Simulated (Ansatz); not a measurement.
# SiGe15: the cost of one run

Method: DFT PBEsol, scalar-relativistic, plane waves, PAW, in Ansatz 0.2.0.

That is the level of the relaxation; later steps name their own.

## Step 1: The structure to begin with

Symmetry: P3m1, No. 156, trigonal system. Conventional cell: a = 7.970 Å, b = 7.970 Å, c = 6.579 Å, α = 90.00°, β = 90.00°, γ = 120.00°. Si (site symmetry 3m) has 4 Ge at 2.45 to 2.46 Å as nearest neighbours. Ge (site symmetry m) has 4 Ge at 2.45 to 2.46 Å as nearest neighbours. Ge (site symmetry 3m) has 4 Ge at 2.45 to 2.46 Å as nearest neighbours. Ge (site symmetry 3m) has 3 Ge at 2.45 Å and 1 Si at 2.46 Å as nearest neighbours. Ge (site symmetry m) has 3 Ge at 2.45 to 2.46 Å and 1 Si at 2.45 Å as nearest neighbours.

As a file:

```
CELL_PARAMETERS angstrom
0.00000 0.00000 -6.57877
-3.98510 -6.90240 0.00000
-3.98510 6.90240 0.00000
ATOMIC_POSITIONS crystal
Si 0.93710 0.16667 0.83333
Ge 0.93710 0.16667 0.33333
Ge 0.93710 0.66667 0.83333
Ge 0.93710 0.66667 0.33333
Ge 0.43710 0.33333 0.16667
Ge 0.43710 0.33333 0.66667
Ge 0.43710 0.83333 0.16667
Ge 0.43710 0.83333 0.66667
Ge 0.56290 0.16667 0.83333
Ge 0.56290 0.16667 0.33333
Ge 0.56290 0.66667 0.83333
Ge 0.56290 0.66667 0.33333
Ge 0.06290 0.33333 0.16667
Ge 0.06290 0.33333 0.66667
Ge 0.06290 0.83333 0.16667
Ge 0.06290 0.83333 0.66667
```

(A quick probe on a coarse mesh, which set the mesh and smearing, is not shown.)

## Step 3: Relaxing cell and atoms

Input file input.yaml:

```yaml
crystal:
  lattice:
    - [0.0, 0.0, -6.57876673]
    - [-3.98510056, -6.90239664, 0.0]
    - [-3.98510056, 6.90239664, 0.0]
  atoms:
    - { symbol: Si, position: [0.93709875, 0.16666666, 0.83333333] }
    - { symbol: Ge, position: [0.93709875, 0.16666666, 0.33333333] }
    - { symbol: Ge, position: [0.93709875, 0.66666666, 0.83333333] }
    - { symbol: Ge, position: [0.93709875, 0.66666666, 0.33333333] }
    - { symbol: Ge, position: [0.43709875, 0.33333334, 0.16666667] }
    - { symbol: Ge, position: [0.43709875, 0.33333334, 0.66666667] }
    - { symbol: Ge, position: [0.43709875, 0.83333334, 0.16666667] }
    - { symbol: Ge, position: [0.43709875, 0.83333334, 0.66666667] }
    - { symbol: Ge, position: [0.56290125, 0.16666666, 0.83333333] }
    - { symbol: Ge, position: [0.56290125, 0.16666666, 0.33333333] }
    - { symbol: Ge, position: [0.56290125, 0.66666666, 0.83333333] }
    - { symbol: Ge, position: [0.56290125, 0.66666666, 0.33333333] }
    - { symbol: Ge, position: [0.06290125, 0.33333334, 0.16666667] }
    - { symbol: Ge, position: [0.06290125, 0.33333334, 0.66666667] }
    - { symbol: Ge, position: [0.06290125, 0.83333334, 0.16666667] }
    - { symbol: Ge, position: [0.06290125, 0.83333334, 0.66666667] }
basis:
  ecutwfc: 420
kpoints:
  mp_grid: { grid: [6, 6, 6] }
hamiltonian:
  xc: pbesol
scf:
  occupations: { method: gaussian, width: 0.1 }
output:
  forces: true
  stress: true
  eigenvalues: true
relax:
  adjacent_minimum: "off"
  f_tol: 0.005
  max_steps: 80
  cell: { stress_tol: 0.05 }
```

Launch:

```sh
> ansatz run input.yaml --threads 4 --pin off --max-ram 10240MiB --backend cpu --events-out ev --progress --plain --runs-dir out
```

What time and memory should one allow on 4 threads of Intel Xeon at 2.70GHz, shared host?

About 3.1 min, with a peak of 1.9 GiB.
